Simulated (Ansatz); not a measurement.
# ClGeH5Si: how energies converge with the basis set

An exercise on one series of results from a longer session: the logs are not shown, and one member is left open.

Program: Ansatz 0.2.0, Gaussian basis. Level of theory: one geometry, several basis sets. These are calculated values, not measurements.

The runs, in order: PBE0-D4/def2-SVP; ωB97M-V/def2-SVP; PBE0-D4/def2-QZVPP; ωB97M-V/def2-QZVPP; the functionals' def2-TZVPP values are taken from earlier runs.

### The geometry

All runs share one geometry, relaxed beforehand with PBE0-D4 in a triple-zeta def2 set.

SMILES `Cl[SiH2][GeH3]`, 8 atoms, charge 0, spin multiplicity 1.

Atoms are counted from 1 here; the program's logs count them from 0.

Bond lengths: Cl1–Si2 2.062 Å, Si2–Ge3 2.377 Å, Si2–H4 1.484 Å, Si2–H5 1.484 Å, Ge3–H6 1.536 Å, Ge3–H7 1.538 Å, Ge3–H8 1.536 Å. Angles: Cl1–Si2–Ge3 109.1°, Cl1–Si2–H4 107.8°, Cl1–Si2–H5 107.8°, Ge3–Si2–H4 111.5°, Ge3–Si2–H5 111.5°, H4–Si2–H5 109.1°, Si2–Ge3–H6 110.0°, Si2–Ge3–H7 109.9°, Si2–Ge3–H8 110.0°, H6–Ge3–H7 108.9°, H6–Ge3–H8 109.1°, H7–Ge3–H8 108.9°.

Geometry (Å):

```csv
atom,x (Å),y (Å),z (Å)
Cl1,-2.2903,1.2172,-0.3106
Si2,-0.4141,0.6026,-0.9069
Ge3,0.5815,-0.6622,0.8427
H4,-0.5736,-0.2064,-2.1408
H5,0.3807,1.8157,-1.2222
H6,0.7112,0.2017,2.1061
H7,1.9815,-1.1355,0.4156
H8,-0.2846,-1.8903,1.1602
```

The first run:

in.yaml reads:

```yaml
crystal:
  periodic: [false, false, false]
  atoms:
    - {symbol: Cl, position_ang: [-2.290325, 1.217200, -0.310567]}
    - {symbol: Si, position_ang: [-0.414064, 0.602619, -0.906888]}
    - {symbol: Ge, position_ang: [0.581487, -0.662164, 0.842713]}
    - {symbol: H, position_ang: [-0.573600, -0.206376, -2.140799]}
    - {symbol: H, position_ang: [0.380664, 1.815659, -1.222162]}
    - {symbol: H, position_ang: [0.711229, 0.201704, 2.106079]}
    - {symbol: H, position_ang: [1.981537, -1.135480, 0.415633]}
    - {symbol: H, position_ang: [-0.284628, -1.890263, 1.160192]}
basis:
  gaussian: {orbitals: def2-SVP}
hamiltonian: {xc: pbe0, dispersion: d4}
output: {orbitals: {seedname: orbitals}}
```

Among the steps run: PBE0-D4 in def2-SVP; ωB97M-V in def2-SVP; PBE0-D4 in def2-QZVPP; ωB97M-V in def2-QZVPP.

One of the session's tables, all rows but one given; the rest of the session is left out.

It belongs to the step «Density functionals: the series». 

```
functional       basis  HOMO (eV)  LUMO (eV)
   PBE0-D4    def2-SVP          ?          ?
   PBE0-D4  def2-TZVPP      -8.15      -0.44
   PBE0-D4  def2-QZVPP      -8.16      -0.55
   ωB97M-V    def2-SVP     -10.10       1.76
   ωB97M-V  def2-TZVPP     -10.19       1.39
   ωB97M-V  def2-QZVPP     -10.20       1.13
```

Q: Estimate the row for PBE0-D4, def2-SVP from the others.

The run gave: HOMO (eV): -8.09; LUMO (eV): -0.19. In the column «HOMO (eV)» it is the highest.
